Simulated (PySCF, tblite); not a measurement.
# C₆H₆N₂Si: geometry, infrared bands and NMR shifts

Wanted: the infrared bands and NMR shifts of C₆H₆N₂Si (`N#CC1=C[C@@H](C#N)C[SiH2]1`), by calculation.

The runs use tblite 0.8.0 and PySCF 2.14.0, with density-fitted response routines of our own; the level of theory stands in each step. All values are computed, except where a source is named. Atoms are numbered from 0 throughout.

## Step 1: Starting geometry

15 atoms, charge 0, multiplicity 1; geometry from: force field or distance geometry start.

Bonds of the start (Å): N0–C1 1.17, C1–C2 1.40, C2–C3 1.35, C3–C4 1.52, C4–C5 1.47, C5–N6 1.15, C4–C7 1.56, C7–Si8 1.93, Si8–C2 1.84, C3–H9 1.08, C4–H10 1.11, C7–H11 1.10, C7–H12 1.09, Si8–H13 1.49, Si8–H14 1.48.

## Step 2: Geometry optimisation with GFN2-xTB

The job: settings as JSON, then the geometry in Å.

```
{"job": {"kind": "relax", "xc": "GFN2-xTB", "basis": "xTB"}, "charge": 0, "multiplicity": 1}
N      3.665500    -1.114100    -0.705100
C      2.559600    -0.764300    -0.531700
C      1.243500    -0.355900    -0.309900
C      0.132600    -0.820400    -0.929900
C     -1.204100    -0.220000    -0.514600
C     -1.987900    -1.195200     0.263700
N     -2.596300    -1.950900     0.889300
C     -0.943300     1.089200     0.293400
Si     0.882300     0.980300     0.903500
H      0.164400    -1.625900    -1.655400
H     -1.773200     0.034500    -1.427400
H     -1.644300     1.221500     1.128000
H     -1.024300     1.955600    -0.364500
H      1.593500     2.255800     0.631100
H      0.927600     0.518000     2.307700
```

Launch:

```
$ OMP_NUM_THREADS=1 python probes_run.py task.json out
```

One launch serves the whole session: the jobs run in the order shown.

**Question.** This job is followed by: GFN2-xTB harmonic vibrations, gas phase; GIAO PBE0/pcSseg-1 NMR shielding, non-relativistic, gas phase. What will the session give for the following? strongest single infrared mode (GFN2-xTB); zero-point energy (GFN2-xTB); ¹³C shifts against TMS (PBE0/pcSseg-1); ¹H shifts against TMS (PBE0/pcSseg-1); ¹⁵N shifts against NH3 (PBE0/pcSseg-1); ²⁹Si shifts against TMS (PBE0/pcSseg-1).

**Answer**, as computed:

| quantity | value |
| --- | --- |
| strongest single infrared mode (GFN2-xTB) | 2291 cm⁻¹, 396 km/mol |
| zero-point energy (GFN2-xTB) | 62.8 kcal/mol |
| ¹³C shifts against TMS (PBE0/pcSseg-1) | 170.1, 122.6, 122.3, 121.1, 36.2, 14.9 ppm |
| ¹H shifts against TMS (PBE0/pcSseg-1) | 7.28, 5.03, 4.82, 3.81, 1.59, 1.55 ppm |
| ¹⁵N shifts against NH3 (PBE0/pcSseg-1) | 332.9, 304.3 ppm |
| ²⁹Si shifts against TMS (PBE0/pcSseg-1) | -20.7 ppm |

The optimisation took 44 steps and gained 0.190 eV; among the close pairs (by a distance rule), C2–Si8 changed most, from 1.841 to 1.897 Å. All 39 modes are real, so the xTB geometry is a minimum. The strongest single mode, at 2291 cm⁻¹, moves mainly H14 and H13. GFN2-xTB is a fitted tight-binding method: band positions and strengths are rough. Its intensities can rank the bands wrongly. The most deshielded hydrogen is H9 (hydrogen on an alkene CH), at 7.28 ppm: olefinic region. At PBE0/pcSseg-1: Shielding is most anisotropic at N6 (span 475 ppm, paramagnetic term -376 ppm).
